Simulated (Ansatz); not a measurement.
Write a Python script for the Python package of Ansatz (0.2.0) that makes a geometry optimisation of C2H8ClNSi, SMILES CN(C)[SiH2]Cl. Settings: B3LYP, 6-31G* basis, multiplicity 1.

The script reads `c2h8clnsi.xyz`:
```text
13

C    -1.01320   -0.49950    0.92120
N    -0.15000   -0.27710   -0.22540
C     1.09920   -0.91910    0.08470
Si   -0.10180    1.19510   -1.14670
Cl    0.56820    2.71490   -0.03670
H    -1.12600   -1.49340    1.20150
H    -0.71750    0.12970    1.78680
H    -2.04510   -0.13460    0.64350
H     1.79030   -0.95680   -0.73810
H     1.67010   -0.38370    0.91480
H     0.97060   -1.95640    0.44530
H     0.70350    1.02340   -2.32010
H    -1.62810    1.52280   -1.51610
```

Script `c2h8clnsi_opt.py`:
```python
# -*- coding: utf-8 -*-
"""Minimum-energy structure of C2H8ClNSi."""

import ansatz as az
import numpy as np
import pandas as pd

config = {
    "basis": "6-31G*",
    "xc": "b3lyp",
}

geometry = az.Crystal.molecule_from_extxyz("c2h8clnsi.xyz")

job = geometry.calculation()
job = job.basis(gaussian=config["basis"])
job = job.functional(config["xc"])
symbols = [site.symbol for site in geometry.cartesian_sites]
start = np.array([site.position_ang for site in geometry.cartesian_sites], dtype=float)
def progress(event):
    if event["event"] == "relax_step":
        row = event["data"]
        print(f"step {row['step']:3d}  E = {row['lagrangian_ev']:.6f} eV  largest force component {row['allowed_force_max_ev_ang']:.4f} eV/A")


report = job.relax(force_tolerance=0.01).session().plan().execute(on_event=progress).report
end = np.array(report["positions_ang"])

for key in ("converged", "free_energy_ev", "reference_energy_ev", "n_frozen", "n_occupied", "n_virtual"):
    print(f"{key:22s} {report[key]}")

print("final positions (A) and the move of each atom")
for symbol, xyz, old in zip(symbols, end, start):
    print(f"{symbol:2s} {xyz[0]:10.5f} {xyz[1]:10.5f} {xyz[2]:10.5f}   {np.linalg.norm(xyz - old):7.4f}")

charges = report["charge_distribution"]
table = pd.DataFrame({"atom": symbols, "mulliken": charges["mulliken_charges_e"], "lowdin": charges["lowdin_charges_e"]})
print(table.round(3).to_string())
print("dipole (e A):", np.round(charges["dipole_moment_e_ang"], 4) + 0.0)
with open("c2h8clnsi_opt.xyz", "w") as handle:
    handle.write(f"{len(symbols)}\nrelaxed C2H8ClNSi\n")
    handle.writelines(f"{s:2s} {x:11.6f} {y:11.6f} {z:11.6f}\n" for s, (x, y, z) in zip(symbols, end))
```

`python c2h8clnsi_opt.py` gives:
```text
step   1  E = -24096.010961 eV  largest force component 3.9035 eV/A
step   2  E = -24096.524621 eV  largest force component 1.0440 eV/A
step   3  E = -24096.566800 eV  largest force component 0.3254 eV/A
step   4  E = -24096.576054 eV  largest force component 0.4793 eV/A
step   5  E = -24096.583654 eV  largest force component 0.1990 eV/A
step   6  E = -24096.587111 eV  largest force component 0.0640 eV/A
step   7  E = -24096.587604 eV  largest force component 0.0834 eV/A
step   8  E = -24096.588004 eV  largest force component 0.0184 eV/A
step   9  E = -24096.588030 eV  largest force component 0.0016 eV/A
converged              True
free_energy_ev         -24096.588276715396
reference_energy_ev    -24096.588276715396
n_frozen               0
n_occupied             [29, 29]
n_virtual              [70, 70]
final positions (A) and the move of each atom
C    -1.06860   -0.44008    0.95419    0.0877
N    -0.07430   -0.20436   -0.08810    0.1728
C     1.17875   -0.92062    0.12951    0.0913
Si   -0.16516    1.15528   -1.12785    0.0772
Cl    0.52079    2.97828   -0.32134    0.3907
H    -1.28488   -1.51460    1.03199    0.2333
H    -0.72808   -0.09113    1.94128    0.2697
H    -2.00314    0.07550    0.71318    0.2253
H     1.86467   -0.75141   -0.70604    0.2208
H     1.68238   -0.60666    1.05679    0.2646
H     0.98803   -2.00061    0.19780    0.2520
H     0.69662    0.89870   -2.30244    0.1261
H    -1.58688    1.38702   -1.46426    0.1511
   atom  mulliken  lowdin
0     C    -0.302  -0.225
1     N    -0.472  -0.228
2     C    -0.302  -0.225
3    Si     0.569   0.214
4    Cl    -0.300  -0.096
5     H     0.153   0.107
6     H     0.154   0.108
7     H     0.164   0.132
8     H     0.164   0.132
9     H     0.154   0.108
10    H     0.153   0.107
11    H    -0.067  -0.068
12    H    -0.067  -0.068
dipole (e A): [-0.0902 -0.55    0.0747]
```

File `c2h8clnsi_opt.xyz` afterwards:
```text
13
relaxed C2H8ClNSi
C    -1.068600   -0.440082    0.954187
N    -0.074304   -0.204361   -0.088096
C     1.178749   -0.920620    0.129510
Si   -0.165159    1.155276   -1.127854
Cl    0.520787    2.978278   -0.321337
H    -1.284882   -1.514596    1.031988
H    -0.728079   -0.091133    1.941278
H    -2.003142    0.075498    0.713179
H     1.864670   -0.751406   -0.706045
H     1.682381   -0.606663    1.056790
H     0.988032   -2.000611    0.197798
H     0.696623    0.898699   -2.302441
H    -1.586876    1.387021   -1.464258
```

Total energies depend on the basis set; only differences at equal settings carry meaning. The end point is the stationary point reached from this start; no frequency run checks that it is a minimum, and the basis set is modest. The Löwdin charges here are taken after orthogonalising the functions within each atom; they differ from plain Löwdin charges, and their signs can be unphysical. b3lyp holds the VWN-RPA fit, as in Gaussian; the form of ORCA and Turbomole is b3lyp5. Wall time of the script: 60 s on 1 thread of Arm Neoverse V2, on a shared host, peak memory 0.35 GiB.
